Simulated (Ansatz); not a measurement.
# F2H4OSi2: molecular dynamics

Purpose: to follow the molecule's vibrations and see whether its bonds hold. The start is relaxed first. Runs: 500 steps of 0.5 fs at constant energy, with velocities drawn for 300 K. SMILES of the start: O[Si](F)(F)[SiH3].

Program: Ansatz 0.2.0. Level of theory: RKS PBE/6-31G. These are calculated values, not measurements.

## 1. The starting structure

Bond lengths: Si1–O2 1.680 Å, O2–H3 1.010 Å, Si1–F4 1.590 Å, Si1–F5 1.589 Å, Si1–Si6 2.218 Å, Si6–H7 1.460 Å, Si6–H8 1.460 Å, Si6–H9 1.460 Å. Angles: Si1–O2–H3 109.5°, O2–Si1–F4 109.5°, O2–Si1–F5 109.5°, O2–Si1–Si6 109.5°, F4–Si1–F5 109.5°, F4–Si1–Si6 109.5°, F5–Si1–Si6 109.5°, Si1–Si6–H7 109.5°, Si1–Si6–H8 109.5°, Si1–Si6–H9 109.5°, H7–Si6–H8 109.4°, H7–Si6–H9 109.4°, H8–Si6–H9 109.4°.

As a file:

```xyz
9

Si    0.0000    0.0000    0.0000
O     0.0000    0.0000    1.6800
H    -0.9095   -0.2814    2.0171
F     1.4994    0.0000   -0.5295
F    -0.7489    1.2974   -0.5295
Si   -1.0456   -1.8115   -0.7393
H    -1.7029   -2.4846    0.3772
H    -2.0454   -1.4265   -1.7311
H    -0.0777   -2.7173   -1.3511
```

## 2. Relaxing the start

input.yaml reads:

```yaml
crystal:
  periodic: [false, false, false]
  atoms:
    - { symbol: Si, position_ang: [0.0, 0.0, 0.0] }
    - { symbol: O, position_ang: [0.0, 0.0, 1.68] }
    - { symbol: H, position_ang: [-0.9095, -0.2814, 2.0171] }
    - { symbol: F, position_ang: [1.4994, 0.0, -0.5295] }
    - { symbol: F, position_ang: [-0.7489, 1.2974, -0.5295] }
    - { symbol: Si, position_ang: [-1.0456, -1.8115, -0.7393] }
    - { symbol: H, position_ang: [-1.7029, -2.4846, 0.3772] }
    - { symbol: H, position_ang: [-2.0454, -1.4265, -1.7311] }
    - { symbol: H, position_ang: [-0.0777, -2.7173, -1.3511] }
basis:
  gaussian: { orbitals: "6-31G" }
hamiltonian:
  xc: pbe
relax:
  f_tol: 0.02
  max_steps: 40
output:
  orbitals: {}
```

The run is started by

```
> ansatz run input.yaml --threads 1 --pin off --max-ram 2048MiB --backend cpu --events-out ev --progress --plain --runs-dir out
```

Further steps of the session: Dynamics.

Q: Predict the outcome of this session. Wanted: relaxation of the start; temperature, first and last step; temperature, second half; potential energy, second half; largest change of the total energy; bonds formed or broken.

As calculated:

| quantity | value |
| --- | --- |
| relaxation of the start | 17 moves, 1.025 eV lower |
| length | 500 steps of 0.5 fs |
| temperature, first and last step | 300 and 179 K |
| temperature, second half | mean 149 K, from 39 to 243 K |
| potential energy, second half | +15 meV/atom from the start |
| largest change of the total energy | 0.03 meV/atom |
| bonds formed or broken | 0 |

The temperature starts at 300 K and averages 149 K in the second half, where it ranges from 39 to 243 K; a mean near half the start is what vibrations about a minimum give, since they share energy equally between motion and strain. The total energy strays from its start by at most 0.03 meV/atom, 0.2 % of the mean kinetic energy, so a step of 0.5 fs is short enough over this time. The bonds all hold. A run of 250 fs with 9 atoms shows the motion but fixes no equilibrium value. The nuclei move classically, without zero-point motion, which matters most for hydrogen. In so small a basis the energies are only a sketch.
